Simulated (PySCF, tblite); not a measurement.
# C₃H₁₆Si₄: infrared bands, NMR shifts, electronic excitations and K edges in gas and solvents, part 2 of 2

tblite 0.8.0 and PySCF 2.14.0. Atoms count from 0.

### Step 6. Excited states and response: wB97X-D/def2-SVPD

The job: settings as JSON, then the geometry in Å.

```
{"job": {"kind": "uv", "xc": "wB97X-D", "basis": "def2-SVPD", "ip": true}, "charge": 0, "multiplicity": 1}
C     -4.466910    -0.844312     0.397079
C     -3.086719    -0.374705     0.832045
C     -2.051512    -0.427113    -0.291095
Si    -0.314192     0.115380     0.219165
Si     1.207460     0.015437    -1.563700
Si     3.293936     0.807705    -0.844175
Si     3.974542    -0.463192     1.006440
H     -4.437768    -1.885250     0.036287
H     -4.858824    -0.221856    -0.423266
H     -5.189992    -0.797899     1.225944
H     -2.739709    -0.988214     1.681885
H     -3.154270     0.656905     1.219456
H     -2.370467     0.209027    -1.136207
H     -1.978395    -1.451457    -0.698637
H      0.202657    -0.764976     1.317428
H     -0.337449     1.518044     0.747887
H      1.364757    -1.406960    -2.011761
H      0.708460     0.814388    -2.729621
H      3.165045     2.242827    -0.433696
H      4.318675     0.718222    -1.932951
H      4.046397    -1.908357     0.626478
H      2.975534    -0.310666     2.109062
H      5.314970    -0.029330     1.508208
```

Level: TDDFT wB97X-D/def2-SVPD, vertical, gas phase, core orbitals frozen in the response.

The program printed:

```text
coarse grid: 19680 points
cycle   1  E = -1281.2284251843  dE = -1.275e-01  |g| = 2.712e-01  |ddm| = 5.348e+00
cycle   2  E = -1281.2472588293  dE = -1.883e-02  |g| = 1.679e-01  |ddm| = 7.895e-01
cycle   3  E = -1281.2551824451  dE = -7.924e-03  |g| = 4.042e-02  |ddm| = 2.927e-01
cycle   4  E = -1281.2557460688  dE = -5.636e-04  |g| = 9.681e-03  |ddm| = 1.141e-01
cycle   5  E = -1281.2557779944  dE = -3.193e-05  |g| = 2.262e-03  |ddm| = 2.700e-02
cycle   6  E = -1281.2557801976  dE = -2.203e-06  |g| = 7.304e-04  |ddm| = 8.037e-03
final grid: 167280 points
cycle   7  E = -1281.4301054295  dE = -1.013e-04  |g| = 2.790e-03  |ddm| = 1.205e-01
cycle   8  E = -1281.4301080212  dE = -2.592e-06  |g| = 8.929e-04  |ddm| = 1.535e-02
cycle   9  E = -1281.4301082367  dE = -2.156e-07  |g| = 4.627e-04  |ddm| = 2.841e-03
cycle  10  E = -1281.4301083017  dE = -6.500e-08  |g| = 1.101e-04  |ddm| = 9.947e-04
cycle  11  E = -1281.4301083059  dE = -4.131e-09  |g| = 2.528e-05  |ddm| = 2.935e-04
cycle  12  E = -1281.4301083062  dE = -3.040e-10  |g| = 7.683e-06  |ddm| = 8.340e-05
converged SCF energy = -1281.4301083062

Static polarisability (au): isotropic 161.038, principal 131.005 152.122 199.987

Singlet excitations
state   eV       nm        f      main configurations
  1   6.6448    186.6   0.10038   H->L+1 0.40, H->L+3 0.20, H->L 0.14
  2   6.6660    186.0   0.03516   H->L 0.51, H->L+1 0.25
  3   7.0666    175.5   0.05675   H-1->L 0.49, H-1->L+3 0.11, H->L+3 0.10
  4   7.1466    173.5   0.03856   H-1->L+1 0.61, H-1->L 0.12, H->L+3 0.10
  5   7.1901    172.4   0.03651   H->L+4 0.30, H->L+2 0.24, H->L+3 0.12
  6   7.1983    172.2   0.18646   H->L+4 0.33, H->L+3 0.16, H->L+1 0.15
  7   7.3389    168.9   0.07775   H->L+2 0.51
  8   7.4654    166.1   0.20008   H->L+5 0.61
  9   7.5843    163.5   0.17093   H-1->L+3 0.56
 10   7.6322    162.4   0.25309   H-1->L+2 0.57, H-1->L+4 0.10

Triplet excitations (Tamm-Dancoff, eV): 5.9363 6.0152 6.3272 6.3926
Vertical ionisation energy (delta-SCF) = 9.3274 eV
```

Run time: 15 min. Hardware: 1 thread of Arm Neoverse N1, shared host; peak memory 1.4 GiB.

Frontier orbitals and where they lie:

```tsv
orbital	eV	atoms
HOMO−3	-10.73	Si5 14 %, C2 14 %, Si4 13 %
HOMO−2	-10.54	Si3 18 %, C2 15 %, Si4 11 %
HOMO−1	-9.84	Si5 22 %, Si6 22 %, Si4 17 %
HOMO	-9.37	Si4 29 %, Si5 21 %, Si3 16 %
LUMO	1.49	Si5 20 %, Si3 16 %, Si4 16 %
LUMO+1	1.53	Si4 23 %, Si6 21 %, Si5 16 %
LUMO+2	1.80	Si5 20 %, Si6 19 %, Si4 14 %
```

With each of the 10 states as a Gaussian band of 0.4 eV half-width at 1/e, the curve within the window shown has maxima at 166 nm (ε 33,000) L/(mol cm). Beyond the last state computed it falls off for lack of states. The curve at chosen wavelengths:

```json
{"nm": "156", "ε (L/mol/cm)": "11874"}
{"nm": "158", "ε (L/mol/cm)": "17758"}
{"nm": "160", "ε (L/mol/cm)": "23768"}
{"nm": "162", "ε (L/mol/cm)": "28856"}
{"nm": "164", "ε (L/mol/cm)": "32203"}
{"nm": "166", "ε (L/mol/cm)": "33452"}
{"nm": "168", "ε (L/mol/cm)": "32724"}
{"nm": "169", "ε (L/mol/cm)": "31747"}
{"nm": "171", "ε (L/mol/cm)": "28917"}
{"nm": "173", "ε (L/mol/cm)": "25397"}
{"nm": "175", "ε (L/mol/cm)": "21703"}
{"nm": "177", "ε (L/mol/cm)": "18226"}
{"nm": "179", "ε (L/mol/cm)": "15207"}
{"nm": "181", "ε (L/mol/cm)": "12729"}
{"nm": "183", "ε (L/mol/cm)": "10744"}
{"nm": "185", "ε (L/mol/cm)": "9133"}
{"nm": "187", "ε (L/mol/cm)": "7762"}
{"nm": "189", "ε (L/mol/cm)": "6527"}
{"nm": "191", "ε (L/mol/cm)": "5377"}
{"nm": "192", "ε (L/mol/cm)": "4830"}
{"nm": "194", "ε (L/mol/cm)": "3806"}
{"nm": "196", "ε (L/mol/cm)": "2895"}
{"nm": "198", "ε (L/mol/cm)": "2123"}
{"nm": "200", "ε (L/mol/cm)": "1500"}
{"nm": "202", "ε (L/mol/cm)": "1022"}
{"nm": "204", "ε (L/mol/cm)": "672"}
```

Leading natural transition orbitals of singlet state 10: the hole lies on Si5, Si6 about 20 % each; Si4 11 %; H17 11 %; the particle on H17, H18 about 12 % each; Si5 11 %; H19, H20 about 9 % each.

Leading natural transition orbitals of singlet state 1: the hole lies on Si4, Si5 about 26 % each; Si3 14 %; the particle on Si4 19 %; Si5 15 %; H16 11 %.

Further results of this job:

```tsv
property	computed
dipole moment (D)	1.12
polarisability (Å³)	23.86
HOMO–LUMO gap (eV)	10.86
−ε(HOMO) (eV)	9.37
```

### Step 7. NMR shieldings: KT3/pcSseg-1

The job, as its differences from that of step 6:

```diff
@@ -1,2 +1,2 @@
-{"job": {"kind": "uv", "xc": "wB97X-D", "basis": "def2-SVPD", "ip": true}, "charge": 0, "multiplicity": 1}
+{"job": {"kind": "nmr", "xc": "KT3", "basis": "pcSseg-1", "pop": false}, "charge": 0, "multiplicity": 1}
 C     -4.466910    -0.844312     0.397079
```

Method: GIAO KT3/pcSseg-1 NMR shielding, non-relativistic, gas phase.

The program printed:

```text
coarse grid: 19680 points
cycle   1  E = -1292.9435187045  dE = -2.069e-01  |g| = 5.111e-01  |ddm| = 4.111e+00
cycle   2  E = -1292.8401254697  dE =  1.034e-01  |g| = 7.839e-01  |ddm| = 1.445e+00
cycle   3  E = -1293.0173886528  dE = -1.773e-01  |g| = 9.060e-02  |ddm| = 1.002e+00
cycle   4  E = -1293.0195718559  dE = -2.183e-03  |g| = 3.128e-02  |ddm| = 1.534e-01
cycle   5  E = -1293.0198445625  dE = -2.727e-04  |g| = 7.346e-03  |ddm| = 3.963e-02
cycle   6  E = -1293.0198580367  dE = -1.347e-05  |g| = 1.972e-03  |ddm| = 8.400e-03
cycle   7  E = -1293.0198591028  dE = -1.066e-06  |g| = 4.934e-04  |ddm| = 2.682e-03
final grid: 167280 points
cycle   8  E = -1293.0963824095  dE = -2.218e-04  |g| = 1.928e-02  |ddm| = 3.835e-02
cycle   9  E = -1293.0963813596  dE =  1.050e-06  |g| = 1.200e-02  |ddm| = 2.014e-02
cycle  10  E = -1293.0963983825  dE = -1.702e-05  |g| = 4.971e-03  |ddm| = 1.727e-02
cycle  11  E = -1293.0964064369  dE = -8.054e-06  |g| = 5.243e-04  |ddm| = 6.492e-03
cycle  12  E = -1293.0964065235  dE = -8.657e-08  |g| = 1.024e-04  |ddm| = 8.691e-04
cycle  13  E = -1293.0964065267  dE = -3.180e-09  |g| = 3.144e-05  |ddm| = 1.898e-04
cycle  14  E = -1293.0964065270  dE = -3.176e-10  |g| = 7.787e-06  |ddm| = 5.074e-05
converged SCF energy = -1293.0964065270

GIAO shielding tensors (ppm)
atom      isotropic    diamagn.    paramagn.     s11        s22        s33       span
  0 C      160.853     241.652     -80.799    146.095    153.044    183.421     37.326
  1 C      154.396     246.727     -92.331    142.241    151.926    169.020     26.779
  2 C      165.288     257.882     -92.594    153.789    154.867    187.209     33.420
  3 Si     426.295     886.799    -460.505    393.234    405.057    480.592     87.358
  4 Si     473.184     885.453    -412.268    466.265    474.151    479.137     12.872
  5 Si     474.147     883.729    -409.582    465.940    477.244    479.256     13.317
  6 Si     466.063     882.141    -416.078    459.496    463.512    475.182     15.687
  7 H       30.359      27.049       3.309     26.686     28.739     35.651      8.965
  8 H       30.350      26.751       3.599     26.693     28.650     35.708      9.015
  9 H       29.946      23.889       6.057     25.446     27.261     37.131     11.686
 10 H       29.896      31.973      -2.077     24.499     30.843     34.345      9.845
 11 H       29.886      31.631      -1.746     24.600     30.643     34.414      9.814
 12 H       30.623      35.369      -4.746     25.656     31.343     34.869      9.213
 13 H       30.658      35.734      -5.076     25.736     31.458     34.780      9.044
 14 H       27.503      33.960      -6.457     22.999     27.944     31.565      8.567
 15 H       27.623      33.411      -5.788     23.712     27.674     31.483      7.771
 16 H       28.025      32.128      -4.103     24.818     26.400     32.857      8.039
 17 H       27.878      31.548      -3.670     24.043     26.231     33.361      9.318
 18 H       27.965      30.547      -2.582     24.793     25.945     33.158      8.365
 19 H       27.795      29.244      -1.449     24.186     25.330     33.870      9.684
 20 H       27.911      29.603      -1.692     24.749     26.334     32.651      7.902
 21 H       27.825      30.530      -2.704     23.867     27.595     32.014      8.148
 22 H       27.741      27.919      -0.177     24.361     25.170     33.694      9.333
```

Run time: 95 s. Hardware: 1 thread of Arm Neoverse N1, shared host; peak memory 0.97 GiB.

This run: δ C1 27.9, C0 21.5, C2 17.0, Si3 -60.8, H14 3.76, H20 3.49 ppm (means over like atoms).

### Step 8. NMR shieldings: PBE0/pcSseg-1 in methanol

The job, as its differences from that of step 7:

```diff
@@ -1,2 +1,2 @@
-{"job": {"kind": "nmr", "xc": "KT3", "basis": "pcSseg-1", "pop": false}, "charge": 0, "multiplicity": 1}
+{"job": {"kind": "nmr", "xc": "PBE0", "basis": "pcSseg-1", "solvent": "methanol", "pop": true}, "charge": 0, "multiplicity": 1}
 C     -4.466910    -0.844312     0.397079
```

Method: GIAO PBE0/pcSseg-1 NMR shielding, non-relativistic, IEF-PCM methanol.

The program printed:

```text
coarse grid: 19680 points
cycle   1  E = -1281.1411868479  dE = -1.590e-01  |g| = 3.650e-01  |ddm| = 4.047e+00
cycle   2  E = -1281.1309702903  dE =  1.022e-02  |g| = 4.154e-01  |ddm| = 7.099e-01
cycle   3  E = -1281.1771704569  dE = -4.620e-02  |g| = 3.372e-02  |ddm| = 4.040e-01
cycle   4  E = -1281.1774062289  dE = -2.358e-04  |g| = 1.439e-02  |ddm| = 4.156e-02
cycle   5  E = -1281.1774535824  dE = -4.735e-05  |g| = 4.109e-03  |ddm| = 1.414e-02
cycle   6  E = -1281.1774574436  dE = -3.861e-06  |g| = 4.182e-04  |ddm| = 3.546e-03
final grid: 167280 points
cycle   7  E = -1281.2172623949  dE = -2.791e-05  |g| = 6.950e-03  |ddm| = 2.398e-02
cycle   8  E = -1281.2172568548  dE =  5.540e-06  |g| = 8.259e-03  |ddm| = 1.348e-02
cycle   9  E = -1281.2172747272  dE = -1.787e-05  |g| = 4.634e-04  |ddm| = 7.162e-03
cycle  10  E = -1281.2172747653  dE = -3.811e-08  |g| = 1.565e-04  |ddm| = 5.767e-04
cycle  11  E = -1281.2172747717  dE = -6.341e-09  |g| = 3.705e-05  |ddm| = 1.624e-04
cycle  12  E = -1281.2172747720  dE = -3.076e-10  |g| = 9.408e-06  |ddm| = 4.883e-05
converged SCF energy = -1281.2172747720

GIAO shielding tensors (ppm)
atom      isotropic    diamagn.    paramagn.     s11        s22        s33       span
  0 C      164.744     241.960     -77.216    149.798    157.619    186.815     37.016
  1 C      159.806     246.413     -86.607    148.283    157.209    173.926     25.642
  2 C      169.946     257.765     -87.819    158.768    159.598    191.472     32.703
  3 Si     414.420     884.182    -469.763    380.532    390.296    472.432     91.900
  4 Si     465.631     883.159    -417.528    457.597    468.038    471.259     13.662
  5 Si     467.062     881.657    -414.594    458.133    468.345    474.708     16.575
  6 Si     456.307     880.075    -423.767    450.505    454.526    463.891     13.386
  7 H       30.279      26.737       3.542     26.232     28.623     35.981      9.749
  8 H       30.270      26.523       3.747     26.242     28.529     36.040      9.798
  9 H       29.955      24.239       5.716     25.142     27.082     37.643     12.501
 10 H       29.900      31.516      -1.615     24.145     30.774     34.783     10.638
 11 H       29.888      31.274      -1.386     24.242     30.568     34.853     10.612
 12 H       30.517      34.848      -4.331     25.131     31.153     35.266     10.135
 13 H       30.554      35.140      -4.586     25.216     31.270     35.175      9.959
 14 H       27.428      33.243      -5.815     22.783     27.870     31.630      8.848
 15 H       27.544      32.771      -5.227     23.486     27.600     31.545      8.059
 16 H       27.915      31.578      -3.663     24.570     26.230     32.944      8.374
 17 H       27.759      31.059      -3.300     23.766     26.054     33.458      9.692
 18 H       27.852      30.088      -2.236     24.550     25.755     33.252      8.702
 19 H       27.684      29.130      -1.445     23.940     25.116     33.997     10.057
 20 H       27.763      29.171      -1.408     24.482     26.124     32.683      8.201
 21 H       27.703      29.899      -2.196     23.615     27.459     32.035      8.419
 22 H       27.593      27.830      -0.236     24.076     24.928     33.775      9.699
```

It took 92 s on 1 thread of Arm Neoverse N1, shared host; peak memory 1.3 GiB.

Key values: δ C1 25.7, C0 20.7, C2 15.5, Si3 -62.6, H14 3.75, H20 3.55 ppm (means over like atoms).

### Step 9. Shielding tensors: PBE0/pcSseg-1 in water

The job, as its differences from that of step 8:

```diff
@@ -1,2 +1,2 @@
-{"job": {"kind": "nmr", "xc": "PBE0", "basis": "pcSseg-1", "solvent": "methanol", "pop": true}, "charge": 0, "multiplicity": 1}
+{"job": {"kind": "nmr", "xc": "PBE0", "basis": "pcSseg-1", "solvent": "water", "pop": false}, "charge": 0, "multiplicity": 1}
 C     -4.466910    -0.844312     0.397079
```

Level: GIAO PBE0/pcSseg-1 NMR shielding, non-relativistic, IEF-PCM water.

The program printed:

```text
coarse grid: 19680 points
cycle   1  E = -1281.1412455975  dE = -1.590e-01  |g| = 3.648e-01  |ddm| = 4.047e+00
cycle   2  E = -1281.1311413190  dE =  1.010e-02  |g| = 4.149e-01  |ddm| = 7.093e-01
cycle   3  E = -1281.1772136026  dE = -4.607e-02  |g| = 3.361e-02  |ddm| = 4.028e-01
cycle   4  E = -1281.1774474820  dE = -2.339e-04  |g| = 1.436e-02  |ddm| = 4.139e-02
cycle   5  E = -1281.1774945953  dE = -4.711e-05  |g| = 4.099e-03  |ddm| = 1.411e-02
cycle   6  E = -1281.1774984405  dE = -3.845e-06  |g| = 4.165e-04  |ddm| = 3.554e-03
final grid: 167280 points
cycle   7  E = -1281.2173031442  dE = -2.791e-05  |g| = 6.948e-03  |ddm| = 2.398e-02
cycle   8  E = -1281.2172976416  dE =  5.503e-06  |g| = 8.250e-03  |ddm| = 1.347e-02
cycle   9  E = -1281.2173154749  dE = -1.783e-05  |g| = 4.621e-04  |ddm| = 7.145e-03
cycle  10  E = -1281.2173155127  dE = -3.782e-08  |g| = 1.562e-04  |ddm| = 5.749e-04
cycle  11  E = -1281.2173155190  dE = -6.301e-09  |g| = 3.723e-05  |ddm| = 1.622e-04
cycle  12  E = -1281.2173155193  dE = -3.095e-10  |g| = 9.393e-06  |ddm| = 4.944e-05
converged SCF energy = -1281.2173155193

GIAO shielding tensors (ppm)
atom      isotropic    diamagn.    paramagn.     s11        s22        s33       span
  0 C      164.771     241.970     -77.199    149.821    157.646    186.846     37.024
  1 C      159.816     246.417     -86.601    148.290    157.215    173.943     25.652
  2 C      169.963     257.763     -87.800    158.784    159.613    191.493     32.709
  3 Si     414.380     884.180    -469.800    380.489    390.229    472.421     91.932
  4 Si     465.597     883.157    -417.559    457.526    468.016    471.250     13.724
  5 Si     467.034     881.656    -414.622    458.099    468.322    474.681     16.582
  6 Si     456.279     880.074    -423.795    450.475    454.482    463.881     13.406
  7 H       30.278      26.738       3.540     26.230     28.622     35.981      9.751
  8 H       30.270      26.524       3.746     26.240     28.529     36.040      9.800
  9 H       29.956      24.240       5.717     25.142     27.082     37.645     12.503
 10 H       29.900      31.517      -1.617     24.144     30.775     34.783     10.639
 11 H       29.887      31.275      -1.387     24.241     30.568     34.853     10.613
 12 H       30.512      34.842      -4.330     25.124     31.147     35.265     10.141
 13 H       30.549      35.134      -4.585     25.209     31.264     35.173      9.965
 14 H       27.431      33.247      -5.816     22.788     27.873     31.632      8.845
 15 H       27.547      32.774      -5.228     23.491     27.603     31.546      8.056
 16 H       27.915      31.578      -3.664     24.571     26.230     32.943      8.372
 17 H       27.760      31.059      -3.300     23.767     26.055     33.457      9.691
 18 H       27.853      30.090      -2.237     24.552     25.756     33.251      8.699
 19 H       27.685      29.131      -1.445     23.942     25.117     33.997     10.056
 20 H       27.763      29.172      -1.408     24.483     26.124     32.683      8.200
 21 H       27.705      29.903      -2.198     23.618     27.462     32.035      8.417
 22 H       27.594      27.830      -0.237     24.077     24.929     33.775      9.697
```

Run time: 87 s. Hardware: 1 thread of Arm Neoverse N1, shared host; peak memory 1.3 GiB.

This run: δ C1 25.7, C0 20.7, C2 15.5, Si3 -62.6, H14 3.75, H20 3.55 ppm (means over like atoms).

### Step 10. K-edge absorption: BHandHLYP/def2-SVPD+aug-pcX-1+pcseg-1

The job, as its differences from that of step 9:

```diff
@@ -1,2 +1,2 @@
-{"job": {"kind": "nmr", "xc": "PBE0", "basis": "pcSseg-1", "solvent": "water", "pop": false}, "charge": 0, "multiplicity": 1}
+{"job": {"kind": "xas", "xc": "BHandHLYP", "basis": {"default": "aug-pcX-1", "H": "pcseg-1", "Si": "def2-SVPD"}}, "charge": 0, "multiplicity": 1}
 C     -4.466910    -0.844312     0.397079
```

Method: core-valence-separated TDA BHandHLYP/aug-pcX-1 H:pcseg-1 Si:def2-SVPD, K edges, non-relativistic, gas phase.

The program printed:

```text
coarse grid: 19680 points
cycle   1  E = -1281.3010457566  dE = -1.369e-01  |g| = 3.106e-01  |ddm| = 4.894e+00
cycle   2  E = -1281.3233760706  dE = -2.233e-02  |g| = 2.054e-01  |ddm| = 7.363e-01
cycle   3  E = -1281.3344794416  dE = -1.110e-02  |g| = 5.512e-02  |ddm| = 3.700e-01
cycle   4  E = -1281.3353479684  dE = -8.685e-04  |g| = 1.019e-02  |ddm| = 1.023e-01
cycle   5  E = -1281.3353759658  dE = -2.800e-05  |g| = 2.449e-03  |ddm| = 1.757e-02
cycle   6  E = -1281.3353775860  dE = -1.620e-06  |g| = 5.294e-04  |ddm| = 3.645e-03
final grid: 167280 points
cycle   7  E = -1281.4516987868  dE = -4.138e-05  |g| = 2.729e-03  |ddm| = 3.562e-02
cycle   8  E = -1281.4516992354  dE = -4.487e-07  |g| = 2.274e-03  |ddm| = 8.447e-03
cycle   9  E = -1281.4517005417  dE = -1.306e-06  |g| = 1.967e-04  |ddm| = 3.500e-03
cycle  10  E = -1281.4517005516  dE = -9.827e-09  |g| = 8.116e-05  |ddm| = 5.057e-04
cycle  11  E = -1281.4517005536  dE = -2.010e-09  |g| = 1.272e-05  |ddm| = 1.340e-04
cycle  12  E = -1281.4517005536  dE = -6.116e-11  |g| = 5.297e-06  |ddm| = 3.220e-05
converged SCF energy = -1281.4517005536

C K edge
   eV          f      from atoms
  285.198   0.01077   C2
  285.273   0.00942   C0
  285.635   0.02774   C2
  285.666   0.01873   C1
  285.914   0.03055   C2
  285.991   0.02822   C0
  286.031   0.02495   C0
  286.246   0.03252   C1
  286.347   0.00133   C2
  286.478   0.00273   C0
  286.594   0.00011   C2
  286.623   0.00654   C1
  286.676   0.00031   C2
  286.724   0.00039   C2
  286.776   0.00295   C1
  286.894   0.00371   C0
```

It took 71 s on 1 thread of Arm Neoverse N1, shared host; peak memory 1.3 GiB.

### Step 11. Side by side: NMR shifts

Shifts (ppm) of some atoms, chosen among heavy atoms and hydrogens apart, means over like atoms, with basis size and wall time:

```tsv
run	C1	H14	H12	Si3	Si6	Si4	Si5	functions	time
PBE0/pcSseg-1	25.0	3.87	0.59	-63.5	-105.0	-114.5	-115.9	227	1.8 min
KT3/pcSseg-1	27.9	3.76	0.68	-60.8	-100.6	-107.7	-108.6	227	95 s
PBE0/pcSseg-1 in methanol	25.7	3.75	0.70	-62.6	-104.5	-113.9	-115.3	227	92 s
PBE0/pcSseg-1 in water	25.7	3.75	0.71	-62.6	-104.5	-113.8	-115.3	227	87 s
```

The continuum's effect on the ground state:

```tsv
solvent	ε	polarisation energy (Eh)	μ (D)
methanol	32.61	-0.0014	1.34
water	78.36	-0.0015	1.35
```

### Step 12. Outcome

The summary covers parts 1 to 2.

| quantity | value |
| --- | --- |
| strongest single infrared mode (GFN2-xTB) | 577 cm⁻¹, 1113 km/mol |
| zero-point energy (GFN2-xTB) | 103.8 kcal/mol |
| point group | C1 |
| rotational constants (main isotopes) | 2.47, 0.37, 0.34 GHz |
| ¹³C shifts against TMS (PBE0/pcSseg-1) | 25.0, 20.5, 15.0 ppm |
| ¹H shifts against TMS (PBE0/pcSseg-1, means over atoms taken as alike) | 3.87, 3.60, 3.52, 3.45, 1.34, 1.09, 0.59 ppm |
| ²⁹Si shifts against TMS (PBE0/pcSseg-1) | -63.5, -105.0, -114.5, -115.9 ppm |
| surface potential, 1st and 99th percentile | -0.07 V and 0.83 V |
| lowest singlet (wB97X-D/def2-SVPD) | 6.64 eV (187 nm), f = 0.100 |
| brightest single state of those computed | state 10, 7.63 eV, f = 0.253 |
| lowest triplet | 5.94 eV |
| vertical ionisation energy (ΔSCF) | 9.33 eV |
| C K edge | first line 285.20 eV, strongest 286.25 eV (f = 0.033) |
| range of the shift of Si3 (PBE0/pcSseg-1 runs) | -63.5 to -62.6 ppm |

Over 75 steps the energy fell by 0.180 eV; of the close pairs, C2–Si3 changed most, 1.864 to 1.905 Å (GFN2-xTB). The lowest mode is slightly imaginary (12i cm⁻¹), a soft motion within the noise of the Hessian, so the minimum is not strictly shown. Unscaled tight-binding wavenumbers are off by several per cent, some by more. Its intensities can rank the bands wrongly. Over 6 steps the energy fell by 0.305 eV; of the close pairs, C2–Si3 changed most, 1.956 to 1.890 Å (PBE0/def2-SVP). No frequency check was run at this level, so the end point may be a saddle. At PBE0/pcSseg-1: The widest tensor belongs to Si3: span 91 ppm, with a paramagnetic part of -469 ppm. The lowest singlet, at 6.64 eV, is HOMO→LUMO+1 0.40, HOMO→LUMO+3 0.20 and is bright; of the 10 states computed, the strongest absorption comes from state 10 at 7.63 eV (the last computed, so partners may be missing). The lowest triplet lies 0.71 eV below the lowest singlet (triplets in Tamm-Dancoff, singlets in full TDDFT). The orbital energy would give 9.37 eV for ionisation, ΔSCF gives 9.33 eV. At the C edge the strongest single line lifts a 1s electron of C1 into several orbitals, led by LUMO+7 (weight 0.49), 1.0 eV above the first line. Absolute edge energies from this method are off by several eV; spacings are better. At one level, PBE0/pcSseg-1: In ppm, Si3 moves most: its shift spreads over 0.9 ppm, from -63.5 (PBE0/pcSseg-1) to -62.6 (PBE0/pcSseg-1 in water). The continuum holds electrostatics alone: no hydrogen bonds to the solvent, and the gas-phase geometry is kept.
